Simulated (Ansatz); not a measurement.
# Bi2O: the cost of one run

Method: DFT PBE, scalar-relativistic, plane waves, PAW, in Ansatz 0.2.0.

1 further run of the same task is left out (it didn't finish).

### Step 1. The starting structure

Symmetry: P-3m1, No. 164, trigonal system. The conventional cell has a = 3.700 Å, b = 3.700 Å, c = 6.196 Å, α = 90.00°, β = 90.00°, γ = 120.00°. Bi (site symmetry 3m) is surrounded by 3 O at 2.58 Å. O (site symmetry -3m) has 6 Bi at 2.58 Å as nearest neighbours.

As a file:

```
CELL_PARAMETERS angstrom
3.70000 0.00000 0.00000
-1.85000 3.20430 0.00000
0.00000 0.00000 6.19636
ATOMIC_POSITIONS crystal
Bi 0.33333 0.66667 0.23213
Bi 0.66667 0.33333 0.76787
O 0.00000 0.00000 0.00000
```

Recipe of the guess: species swapped into a database cell of MnBr2 (P-3m1, No. 164), with O on the Mn sites and Bi on the Br sites. Lengths come from tabulated atomic sizes and are only a guess.

### Step 2. The guess as it stands, on a coarse mesh

The input, input.yaml:

```yaml
crystal:
  lattice:
    - [3.70000156, 0.0, 0.0]
    - [-1.85000078, 3.20429534, 0.0]
    - [0.0, 0.0, 6.19635917]
  atoms:
    - { symbol: Bi, position: [0.33333333, 0.66666667, 0.23212694] }
    - { symbol: Bi, position: [0.66666667, 0.33333333, 0.76787306] }
    - { symbol: O, position: [0.0, 0.0, 0.0] }
basis:
  ecutwfc: 420
kpoints:
  mp_grid: { grid: [6, 6, 4] }
hamiltonian:
  xc: pbe
scf:
  occupations: { method: gaussian, width: 0.1 }
  lower_state_search: "off"
output:
  forces: true
  stress: true
  eigenvalues: true
```

Command:

```
$ ansatz run input.yaml --threads 1 --pin off --max-ram 2560MiB --backend cpu --events-out ev --progress --plain --runs-dir out
```

What time and memory should one allow on 1 thread of Intel Xeon at 2.70GHz, shared host?

About 3.2 s, with a peak of 0.36 GiB.
